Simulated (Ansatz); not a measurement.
# BBrH2N: the cost of one run

The runs use Ansatz 0.2.0; UKS r2SCAN-D4/def2-TZVP.

## (1) The system as given

SMILES `[NH]BBr`, 5 atoms, charge 0, spin multiplicity 2.

Atoms are counted from 1 here; the program's logs count them from 0.

Bond lengths: N1–B2 1.341 Å, N1–H4 1.014 Å, B2–Br3 1.977 Å, B2–H5 1.215 Å. Angles: B2–N1–H4 161.9°, N1–B2–Br3 115.1°, N1–B2–H5 125.8°, Br3–B2–H5 119.0°.

Geometry (Å):

```
N    -0.53621   -0.76135   -0.18139
B     0.41524    0.09939    0.20868
Br    0.06894    1.99361   -0.24084
H    -1.38610   -1.14189   -0.58362
H     1.43815   -0.18977    0.79717
```

This geometry comes from a loose relaxation at PBE in a small basis, which is not shown.

## (3) The grid

The axes are (1) angle H4–N1–B2: 7 values from 115.9 to 179.0 °; (2) dihedral H4–N1–B2–Br3: 8 values from −180 to 135 °, periodic.

Nothing else is relaxed (all other coordinates rigid). Energies count from the relaxed molecule at the same level. Points are written as (first, second).

(The set-up runs are not shown.)

## (4) Grid point (126.4°, −45°)

File input.yaml:

```yaml
crystal:
  periodic: [false, false, false]
  atoms:
    - { symbol: "N", position_ang: [-0.529583, -0.76558, -0.177632] }
    - { symbol: B, position_ang: [0.411842, 0.103095, 0.206099] }
    - { symbol: Br, position_ang: [0.932701, 1.447935, -1.12266] }
    - { symbol: H, position_ang: [-1.378675, -0.546523, -0.660603] }
    - { symbol: H, position_ang: [0.937647, 0.110146, 1.274103] }
magnetization:
  spin_polarized: true
  initial_magnetization: 1
basis:
  gaussian: { orbitals: def2-TZVP }
hamiltonian:
  xc: r2scan
  dispersion: d4
output:
  forces: true
```

Command:

```sh
$ ansatz run input.yaml --threads 1 --pin off --max-ram 2560MiB --backend cpu --events-out ev --progress --plain --runs-dir out
```

**Question.** How long does this run take on 1 thread of Arm Neoverse V2, shared host, and how much memory does it need?

About 13 s, with a peak of 0.23 GiB.
